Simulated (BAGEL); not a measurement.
**HF/STO-3G (density fitting with qzvpp-jkfit) run of GeH2SClF (SMILES [F][GeH]([SH])[Cl])**

What is the vertical ionisation energy of GeH2SClF at HF/STO-3G (density fitting with qzvpp-jkfit)? 

The calculation is run with BAGEL 1.2.2.

6 further runs of the same task are left out: 3 that didn't finish, 3 set aside as unsound or not needed.

## (1) The structure to begin with

GeH2SClF: 6 atoms, total charge 0, spin state singlet. As SMILES, `[F][GeH]([SH])[Cl]`. Geometry: relaxed at PBE0-D4/def2-TZVP. This is one conformer, not always the lowest.

Bond lengths: F1–Ge2 1.729 Å, Ge2–S3 2.189 Å, Ge2–Cl4 2.132 Å, Ge2–H5 1.526 Å, S3–H6 1.344 Å. Angles: F1–Ge2–S3 109.6°, F1–Ge2–Cl4 104.1°, S3–Ge2–Cl4 111.4°, F1–Ge2–H5 108.1°, S3–Ge2–H5 112.0°, Cl4–Ge2–H5 111.3°, Ge2–S3–H6 92.8°.

## (2) The energy at HF/STO-3G (density fitting with qzvpp-jkfit)

File hf.json:

```json
{ "bagel": [

{
  "title": "molecule",
  "basis": "sto-3g",
  "df_basis": "qzvpp-jkfit",
  "angstrom": true,
  "geometry": [
    { "atom": "F", "xyz": [   -1.778500,   -0.396800,    0.303800 ] },
    { "atom": "Ge", "xyz": [   -0.267800,   -0.038800,   -0.456900 ] },
    { "atom": "S", "xyz": [    0.879200,    1.339200,    0.798800 ] },
    { "atom": "Cl", "xyz": [    0.697800,   -1.933500,   -0.613200 ] },
    { "atom": "H", "xyz": [   -0.558200,    0.551600,   -1.834200 ] },
    { "atom": "H", "xyz": [    1.069500,    0.414300,    1.755600 ] }
  ]
},
{
  "title": "hf",
  "charge": 0
},
{
  "title": "print",
  "file": "orbitals.molden",
  "orbitals": true
}

]}
```

Started as:

```console
$ BAGEL_NUM_THREADS=1 BAGEL hf.json > hf.out
```

What it wrote:

```text
* using 1 threads per process

  ===============================================================
  ===============================================================

  *** Geometry ***

  { "atom" : "F", "xyz" : [     -3.360878,     -0.749843,      0.574099 ] },
  { "atom" : "Ge", "xyz" : [     -0.506069,     -0.073321,     -0.863416 ] },
  { "atom" : "S", "xyz" : [      1.661447,      2.530721,      1.509513 ] },
  { "atom" : "Cl", "xyz" : [      1.318651,     -3.653785,     -1.158780 ] },
  { "atom" : "H", "xyz" : [     -1.054845,      1.042373,     -3.466136 ] },
  { "atom" : "H", "xyz" : [      2.021062,      0.782914,      3.317603 ] },

  Number of auxiliary basis functions:      635

  Since a DF basis is specified, we compute 2- and 3-index integrals:
    o Being stored without compression. Storage requirement is 0.009 GB

  Number of basis functions:       43
  Number of electrons      :       76

    * METHOD: MOLECULE                             0.31

  *** RHF ***

  === Nuclear Repulsion ===
   473.0811174627

      * DIIS with orbital gradients will be used.

  === RHF iteration (sto-3g) ===
      0      -2998.71403826          0.01017533           0.08
      1      -2998.80748701          0.00196635           0.08
      2      -2998.81157434          0.00061696           0.07
      3      -2998.81220164          0.00011740           0.07
      4      -2998.81222577          0.00002447           0.08
      5      -2998.81222657          0.00000441           0.08
      6      -2998.81222660          0.00000127           0.08
      7      -2998.81222660          0.00000038           0.07
      8      -2998.81222660          0.00000010           0.07
      9      -2998.81222660          0.00000002           0.07
     10      -2998.81222660          0.00000001           0.07
    * SCF iteration converged.

    * Permanent dipole moment:
           (    0.122662,    -0.798573,     0.012748) a.u.

    * METHOD: HF                                   1.00

    * METHOD: PRINT                                0.00

  ===============================================================
```

Wall time 1.5 s (1 thread of Arm Neoverse V2, shared host); peak memory 0.097 GiB.

## (3) The doublet cation, same level

File hf.json:

```json
{ "bagel": [

{
  "title": "molecule",
  "basis": "sto-3g",
  "df_basis": "qzvpp-jkfit",
  "angstrom": true,
  "geometry": [
    { "atom": "F", "xyz": [      -1.778500,      -0.396800,       0.303800 ] },
    { "atom": "Ge", "xyz": [      -0.267800,      -0.038800,      -0.456900 ] },
    { "atom": "S", "xyz": [       0.879200,       1.339200,       0.798800 ] },
    { "atom": "Cl", "xyz": [       0.697800,      -1.933500,      -0.613200 ] },
    { "atom": "H", "xyz": [      -0.558200,       0.551600,      -1.834200 ] },
    { "atom": "H", "xyz": [       1.069500,       0.414300,       1.755600 ] }
  ]
},

{ "title": "uhf", "charge": 1, "nopen": 1 },

{ "title": "print", "file": "orbitals.molden", "orbitals": true }

]}
```

Started as:

```console
$ BAGEL_NUM_THREADS=1 BAGEL hf.json > hf.out
```

What it wrote:

```text
* using 1 threads per process

  ===============================================================
  ===============================================================

  *** Geometry ***

  { "atom" : "F", "xyz" : [     -3.360878,     -0.749843,      0.574099 ] },
  { "atom" : "Ge", "xyz" : [     -0.506069,     -0.073321,     -0.863416 ] },
  { "atom" : "S", "xyz" : [      1.661447,      2.530721,      1.509513 ] },
  { "atom" : "Cl", "xyz" : [      1.318651,     -3.653785,     -1.158780 ] },
  { "atom" : "H", "xyz" : [     -1.054845,      1.042373,     -3.466136 ] },
  { "atom" : "H", "xyz" : [      2.021062,      0.782914,      3.317603 ] },

  Number of auxiliary basis functions:      635

  Since a DF basis is specified, we compute 2- and 3-index integrals:
    o Being stored without compression. Storage requirement is 0.009 GB

  Number of basis functions:       43
  Number of electrons      :       76

    * METHOD: MOLECULE                             0.30

  *** Open-shell HF ***

  === Nuclear Repulsion ===
   473.0811174627

      * DIIS with orbital gradients will be used.

  === UHF iteration (sto-3g) ===
      0      -2998.42626659          0.02210936           0.15
      1      -2998.54861746          0.00600346           0.15
      2      -2998.55699124          0.00196422           0.15
      3      -2998.55801325          0.00067645           0.15
      4      -2998.55831823          0.00008766           0.15
      5      -2998.55834354          0.00003646           0.14
      6      -2998.55835302          0.00002464           0.14
      7      -2998.55835727          0.00001367           0.14
      8      -2998.55835760          0.00000541           0.14
      9      -2998.55835792          0.00000190           0.15
     10      -2998.55835825          0.00000074           0.15
     11      -2998.55835831          0.00000035           0.15
     12      -2998.55835832          0.00000019           0.15
     13      -2998.55835832          0.00000009           0.15
     14      -2998.55835832          0.00000004           0.15
     15      -2998.55835832          0.00000002           0.15
     16      -2998.55835832          0.00000002           0.15
     17      -2998.55835832          0.00000001           0.16
     18      -2998.55835832          0.00000001           0.15
    * SCF iteration converged.

    * S^2 (UHF) is 0.7573

    * Permanent dipole moment:
           (   -0.899380,    -2.345076,    -1.178623) a.u.

    * METHOD: UHF                                  3.00

    * METHOD: PRINT                                0.00

  ===============================================================
```

It took 3.6 s on 1 thread of Arm Neoverse V2, shared host; peak memory 0.099 GiB.

## (4) Outcome

Level: HF/STO-3G (density fitting with qzvpp-jkfit).

| quantity | value |
| --- | --- |
| singlet GeH2SClF: total energy | -2998.81223 Eh |
| singlet GeH2SClF: dipole moment | 2.05 D |
| singlet GeH2SClF: HOMO energy | -8.29 eV |
| singlet GeH2SClF: LUMO energy | 7.87 eV |
| singlet GeH2SClF: HOMO–LUMO gap | 16.16 eV |
| doublet cation: total energy | -2998.55836 Eh |
| doublet cation: ⟨S²⟩ | 0.757 |
| vertical ionisation energy (to the doublet cation) | 6.908 eV |

**Reading.** Removing an electron at fixed nuclei costs 6.91 eV (667 kJ/mol). −ε(HOMO) before ionisation, 8.29 eV, is 1.38 eV above this ionisation energy. In a minimal basis such a difference can be off by several eV, whatever the method.
